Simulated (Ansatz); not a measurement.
# CH3ClGeS: rigid scan of one bond length

How does the energy of CH3ClGeS change as one bond is stretched? Aim: a rigid scan of one bond length, for CH3ClGeS, run from a script. SMILES: C[S][Ge][Cl].

Program: the Python package of Ansatz 0.2.0. Level of theory: r2SCAN0/def2-SVP. These are calculated values, not measurements.

**1. Starting point**

Bond lengths: C1–S2 1.754 Å, S2–Ge3 2.226 Å, Ge3–Cl4 2.172 Å, C1–H5 1.153 Å, C1–H6 1.126 Å, C1–H7 1.116 Å. Angles: C1–S2–Ge3 92.6°, S2–C1–H5 110.7°, S2–C1–H6 113.7°, S2–C1–H7 113.0°, H5–C1–H6 103.4°, H5–C1–H7 106.4°, H6–C1–H7 109.1°, S2–Ge3–Cl4 108.3°.

The script holds or builds the structure itself.

**2. Script**

The input, scan_ch3clges.py:

```python
"""Stretching a bond of CH3ClGeS, the rest held rigid."""

from dataclasses import dataclass

import ansatz as az
import matplotlib.pyplot as plt
import numpy as np


@dataclass
class Settings:
    basis_set: str = "def2-SVP"
    xc: str = "r2scan0"


settings = Settings()

geometry_ang = [
    ("C", (-0.2245, 0.6832, -0.5629)),
    ("S", (1.23, -0.2724, -0.7785)),
    ("Ge", (0.4185, -1.9625, 0.4214)),
    ("Cl", (0.3491, -1.3495, 2.504)),
    ("H", (-0.1511, 1.6736, -1.1477)),
    ("H", (-1.15, 0.1992, -0.9842)),
    ("H", (-0.4108, 0.9602, 0.5024)),
]
mol = az.Crystal.molecule()
for symbol, xyz in geometry_ang:
    mol = mol.atom(symbol, xyz)

symbols = [site.symbol for site in mol.cartesian_sites]
start = np.array([site.position_ang for site in mol.cartesian_sites])
axis = (start[6] - start[0]) / np.linalg.norm(start[6] - start[0])
moving = [6]
lengths, energies = [0.95, 1.03, 1.12, 1.23, 1.4, 1.67, 2.01, 2.46], []
for length in lengths:
    xyz = start.copy()
    xyz[moving] += (length - np.linalg.norm(start[6] - start[0])) * axis
    point = az.Crystal.molecule()
    for symbol, xyz in zip(symbols, xyz):
        point = point.atom(symbol, xyz.tolist())
    base = point.calculation()
    base = base.basis(gaussian=settings.basis_set)
    base = base.functional(settings.xc)
    base = base.spin("collinear")
    r = base.run(threads=1).report
    energies.append(r["free_energy_ev"])
    print(f"r = {length:6.3f} A  E = {energies[-1]:.5f} eV  <S^2> = {abs(r['mean_field']['state']['spin_squared']):.3f}")

print("energy above the lowest point (eV):", [round(e - min(energies), 3) for e in energies])
plt.figure(figsize=(4.5, 3))
plt.plot(lengths, np.array(energies) - min(energies), "o-")
plt.xlabel("bond length (A)")
plt.ylabel("E - E(min) (eV)")
plt.tight_layout()
plt.savefig("scan.png", dpi=100)
```

**3. The run**

On the command line:

```sh
> python scan_ch3clges.py
```

Standard output:

```text
r =  0.950 A  E = -80944.42677 eV  <S^2> = 0.000
r =  1.030 A  E = -80944.83495 eV  <S^2> = 0.000
r =  1.120 A  E = -80944.91284 eV  <S^2> = 0.000
r =  1.230 A  E = -80944.68570 eV  <S^2> = 0.000
r =  1.400 A  E = -80944.00680 eV  <S^2> = 0.000
r =  1.670 A  E = -80942.74160 eV  <S^2> = 0.000
r =  2.010 A  E = -80941.43607 eV  <S^2> = 0.365
r =  2.460 A  E = -80940.76046 eV  <S^2> = 0.793
energy above the lowest point (eV): [0.486, 0.078, 0.0, 0.227, 0.906, 2.171, 3.477, 4.152]
```

It took 93 s on 1 thread of Intel Xeon 6975P-C (Granite Rapids), shared host; peak memory 0.51 GiB.

Lines on the test bed's own set-up are left out of the output.

**4. What each run gave**

One row for each of the 8 runs:

| run | distance (Å) | energy from run 3 (eV) | <S²> | SCF cycles | CPU time (s) |
| --- | --- | --- | --- | --- | --- |
| 1 | 0.95 | 0.4861 | 0.00 | 26 | 8.9 |
| 2 | 1.03 | 0.0779 | 0.00 | 26 | 8.6 |
| 3 | 1.12 | 0.0000 | 0.00 | 26 | 10 |
| 4 | 1.23 | 0.2271 | 0.00 | 26 | 11 |
| 5 | 1.40 | 0.9060 | 0.00 | 23 | 8.3 |
| 6 | 1.67 | 2.1712 | 0.00 | 27 | 8.3 |
| 7 | 2.01 | 3.4768 | 0.36 | 38 | 17 |
| 8 | 2.46 | 4.1524 | 0.79 | 57 | 17 |

**5. Summary of results**

| quantity | value |
| --- | --- |
| runs compared | 8 |
| range of energy | 4.152 eV |
| lowest point, distance (Å) | 1.12 |

The lowest point, at 1.12, lies inside the range. The ends stand 0.486 and 4.15 eV above it. The distance scanned is the script's pair 0, 6. <S²> moves from 0.00 to 0.79: along the scan the mean field breaks spin symmetry. What to keep in mind:
- The rest of the molecule is held rigid at a force-field or estimated start geometry, and the basis set is modest; single-reference methods fail as a bond breaks.
